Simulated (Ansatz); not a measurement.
Ta4NiO11:

```
Ta Ni O
1.0
     5.29285   -0.00032   -0.02518
    -0.04190    5.33569    0.02340
    -0.47620   -0.07999    7.89609
Ta Ni O
4 1 11
Cartesian
  2.4998 2.4322 4.0913
  2.4499 2.7580 7.7432
  -0.1603 5.2326 4.0465
  0.2511 0.1312 0.1327
  0.1937 3.0731 2.1358
  4.9657 4.9873 1.8841
  0.8952 1.4768 3.3959
  1.3848 3.8364 0.4952
  1.7661 1.2679 0.2878
  1.3730 3.9832 3.6322
  2.2760 2.3333 5.9192
  3.4959 0.8322 3.8340
  3.3969 4.3723 7.4281
  4.4611 1.9408 0.6105
  4.0802 3.4598 3.7520
  0.0524 0.0063 5.8951
```

The cell was built by a generator and needn't be a form met in nature.

Program: Ansatz 0.2.0. Alike in all runs: potentials or basis Ansatz PAW; spin collinear, ferromagnetic start; cell as given; cutoff (eV) 420; smearing fermi-dirac 0.05 eV.

Problem. Order these runs on this cell by their band gap on the k mesh, lowest first.
A. level HSE06; k mesh 2 × 2 × 2; mesh quality coarse
B. level PBEsol; k mesh 5 × 5 × 4; points for each segment of the path 10; mesh quality not flagged
C. level revPBE; k mesh 5 × 5 × 4; points for each segment of the path 10; mesh quality not flagged

Solution. B (1.10 eV), C (1.39 eV), A (4.42 eV).

Caveats: some runs use coarse meshes; spin-orbit coupling is left out, which moves the levels of the heavy elements; a cell with one magnetic atom can't hold antiferromagnetic order, which such compounds often take; the magnetic or orbital state may not be the lowest (some runs).

A k mesh can miss the band edges, odd and even meshes differently.
